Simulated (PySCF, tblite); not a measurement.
**C₄H₁₃B₃S₂: geometry, infrared bands and NMR shifts**

Aim: predict the infrared bands and NMR shifts of C₄H₁₃B₃S₂ (`CSBB(SC)B(C)C`).

The runs use tblite 0.8.0 and PySCF 2.14.0, with density-fitted response routines of our own; the level of theory stands in each step. All values are computed, except where a source is named. Atoms are numbered from 0 throughout.

## 1. The starting structure

22 atoms, charge 0, multiplicity 1; geometry from: force field or distance geometry start.

Bonds of the start (Å): C0–S1 1.82, S1–B2 1.84, B2–B3 1.68, B3–S4 1.90, S4–C5 1.83, B3–B6 1.66, B6–C7 1.59, B6–C8 1.59, C0–H9 1.11, C0–H10 1.11, C0–H11 1.12, B2–H12 1.20, C5–H13 1.11, C5–H14 1.09, C5–H15 1.11, C7–H16 1.10, C7–H17 1.12, C7–H18 1.10, C8–H19 1.11, C8–H20 1.11, C8–H21 1.11.

## 2. Optimising the geometry with GFN2-xTB

Job settings and geometry (Å):

```
{"job": {"kind": "relax", "xc": "GFN2-xTB", "basis": "xTB"}, "charge": 0, "multiplicity": 1}
C      3.656600    -0.762400     0.936600
S      3.028300     0.477600    -0.238200
B      1.256300     0.231100    -0.682100
B      0.048400    -0.129800     0.421400
S     -0.549000     1.375600     1.422300
C     -0.463200     2.773300     0.251200
B     -1.193300    -1.071000    -0.165000
C     -1.438000    -1.049100    -1.738800
C     -2.483400    -1.323400     0.730600
H      3.095900    -1.722000     0.905400
H      4.739900    -0.892100     0.740500
H      3.588600    -0.417300     2.001300
H      0.823700     0.717600    -1.687900
H      0.375400     3.452000     0.512800
H     -0.273000     2.396800    -0.758800
H     -1.416500     3.335400     0.311600
H     -0.442000    -0.972800    -2.201100
H     -2.070900    -0.157700    -1.958100
H     -1.934300    -1.992300    -1.993500
H     -3.378300    -1.319400     0.076300
H     -2.590400    -0.583700     1.555700
H     -2.391200    -2.346800     1.156300
```

Launch:

```bash
OMP_NUM_THREADS=1 python probes_run.py task.json out
```

This one command runs all jobs of the session in turn.

**Question.** This job is followed by: GFN2-xTB harmonic vibrations, gas phase; GIAO PBE0/pcSseg-1 NMR shielding, non-relativistic, gas phase. Predict these results of the whole session: strongest single infrared mode (GFN2-xTB); zero-point energy (GFN2-xTB); 13C shifts against TMS (PBE0/pcSseg-1, means over atoms taken as alike); 1H shifts against TMS (PBE0/pcSseg-1, means over atoms taken as alike); 33S shifts against CS2 (PBE0/pcSseg-1); 11B shifts against BF3·OEt2 (PBE0/pcSseg-1).

As calculated:

| quantity | value |
| --- | --- |
| strongest single infrared mode (GFN2-xTB) | 1109 cm⁻¹, 137 km/mol |
| zero-point energy (GFN2-xTB) | 106.2 kcal/mol |
| 13C shifts against TMS (PBE0/pcSseg-1, means over atoms taken as alike) | 23.9, 22.4, 18.6 ppm |
| 1H shifts against TMS (PBE0/pcSseg-1, means over atoms taken as alike) | 8.29, 2.36, 2.17, 1.12 ppm |
| 33S shifts against CS2 (PBE0/pcSseg-1) | 107, 60 ppm |
| 11B shifts against BF3·OEt2 (PBE0/pcSseg-1) | 99.4, 93.0, 76.3 ppm |

The optimisation took 177 steps and gained 1.817 eV; among the close pairs (by a distance rule), B3–S4 changed most, from 1.904 to 1.779 Å. The lowest mode is imaginary (30i cm⁻¹), so the xTB geometry is not a minimum. The strongest single mode, at 1109 cm⁻¹, moves mainly B6. Unscaled tight-binding wavenumbers are off by several per cent, some by more. Its intensities can rank the bands wrongly. At PBE0/pcSseg-1: Shielding is most anisotropic at S1 (span 470 ppm, paramagnetic term -662 ppm).
